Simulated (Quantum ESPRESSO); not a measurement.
The system is PtSe.

```
CELL_PARAMETERS angstrom
0.00000 2.79841 2.79841
2.79841 0.00000 2.79841
2.79841 2.79841 0.00000
ATOMIC_POSITIONS crystal
Pt 0.50000 0.50000 0.50000
Se 0.00000 0.00000 0.00000
```

The cell comes from a database or a generator and needn't be the stable form of this composition.

Base run:

| Item | Value |
| --- | --- |
| Program | Quantum ESPRESSO 7.5 |
| Functional | revPBE |
| Potentials or basis | PseudoDojo 0.4.1 SR LDA stringent |
| Cutoff | 1415 eV |
| Density cutoff | 5660 eV |
| k mesh | 6 × 6 × 6 |
| Occupations | gaussian, width 0.05 eV |
| Spin | collinear spin, ferromagnetic start |
| Starting moments | [2.0, 0.0] μB |
| Hubbard terms | Pt d U = 4 eV |

Its results: band gap on the k mesh none (metal or under the smearing width); pressure -11.4 GPa; net moment 0.18 μB per cell; site moments Pt +0.09; Se +0.05 μB.

The run is repeated on the same cell with these changes: functional from revPBE to RPBE. What comes out?

Band gap on the k mesh none (metal or under the smearing width); pressure -10.7 GPa; net moment 0.18 μB per cell; site moments Pt +0.09; Se +0.05 μB.

Caveats: the potentials were made for another functional, which shifts forces and pressure.
